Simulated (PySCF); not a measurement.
# Bi2 (Bi2+): the cost of one run

Method: B3LYP, Bi def2-SVP with ECP60; scalar-relativistic core potentials, no spin–orbit coupling; program: PySCF 2.14.0.

2 further runs of the same task are left out: 2 for a known fault of the program. Runs told in other sessions of the task aren't counted.

### 1 The starting structure

2 atoms, charge 1, spin multiplicity 2.

Bond lengths: Bi1–Bi2 3.000 Å.

Geometry (Å):

```xyz
2
charge 1, multiplicity 2
Bi    0.0000    0.0000    1.5000
Bi    0.0000    0.0000   -1.5000
```

### 2 SCF at the start, doublet

Contents of run.py (the lines that set the calculation):

```python
mol = gto.M(atom='''
Bi     0.00000     0.00000     1.50000
Bi     0.00000     0.00000    -1.50000''',
    basis={'Bi': 'def2-SVP'},
    ecp={'Bi': 'def2-SVP'},
    charge=1, spin=1)
mf = dft.UKS(mol, xc='B3LYP')
mf.grids.atom_grid = (50, 194)
mf = mf.density_fit()  # fitting sets: Bi def2-universal-JKFIT
mf.conv_tol = 1e-08; mf.max_cycle = 55
mf.kernel(dm0)  # dm0: free metal ions and neutral atoms
```

Run with:

```console
$ OMP_NUM_THREADS=2 python run.py
```

**Question.** How long does this run take on 2 threads of Intel Xeon Platinum 8259CL at 2.50GHz (Skylake/Cascade Lake), shared host, and how much memory does it need?

About 4.8 s, with a peak of 0.3 GiB.
